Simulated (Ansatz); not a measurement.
# RbMnSe2: the cost of one run

Method: DFT, LDA, PAW with Ansatz's default frozen-core files, scalar-relativistic, in Ansatz 0.2.0.

### 1 Starting point

It takes space group I-4m2 (No. 119, tetragonal). Conventional cell: a = 4.044 Å, b = 4.044 Å, c = 14.134 Å, α = 90.00°, β = 90.00°, γ = 90.00°. Around Rb (site symmetry -4m2) lie 8 Se at 3.58 Å and 4 Rb at 4.04 Å and 4 Mn at 4.07 Å. Mn (site symmetry -4m2) has 4 Se at 2.45 Å as nearest neighbours. Se (site symmetry 2mm) has 2 Mn at 2.45 Å as nearest neighbours.

Coordinates:

```cif
data_structure
_symmetry_space_group_name_H-M 'P 1'
_symmetry_Int_Tables_number 1
_cell_length_a 7.6236
_cell_length_b 7.6236
_cell_length_c 7.6236
_cell_angle_alpha 149.242
_cell_angle_beta 149.242
_cell_angle_gamma 44.055
_cell_volume 115.55
loop_
_atom_site_label
_atom_site_type_symbol
_atom_site_fract_x
_atom_site_fract_y
_atom_site_fract_z
_atom_site_occupancy
Rb1 Rb 0.00000 0.00000 0.00000 1
Mn1 Mn 0.25000 0.75000 0.50000 1
Se1 Se 0.65258 0.65258 0.00000 1
Se2 Se 0.34742 0.34742 0.00000 1
```

Atoms are numbered in the order of the input: Rb1, Mn2, Se3, Se4.

### 2 Free moments from the typed start, PAW

The input, input.yaml:

```yaml
crystal:
  lattice:
    - [-2.021789, 2.021789, 7.067076]
    - [2.021789, -2.021789, 7.067076]
    - [2.021789, 2.021789, -7.067076]
  atoms:
    - { symbol: Rb, position: [0.0, 0.0, 0.0] }
    - { symbol: Mn, position: [0.25, 0.75, 0.5], spin: 4.0 }
    - { symbol: Se, position: [0.652579, 0.652579, 0.0] }
    - { symbol: Se, position: [0.347421, 0.347421, 0.0] }
magnetization:
  spin_polarized: true
kpoints:
  mp_grid: { grid: [10, 10, 10] }
scf:
  occupations: { method: fermi_dirac, width: 0.05 }
  lower_state_search: "off"
hamiltonian:
  xc: lda
  pseudopotentials: { kind: paw }
output:
  forces: true
  stress: true
  eigenvalues: true
```

On the command line:

```console
ansatz run input.yaml --threads 2 --pin off --max-ram 6144MiB --backend cpu --events-out ev --progress --plain --runs-dir out
```

**Question.** How long does this run take on 2 threads of AMD EPYC 9R45 (Zen 5), shared host, and how much memory does it need?

About 17 s, with a peak of 0.85 GiB.
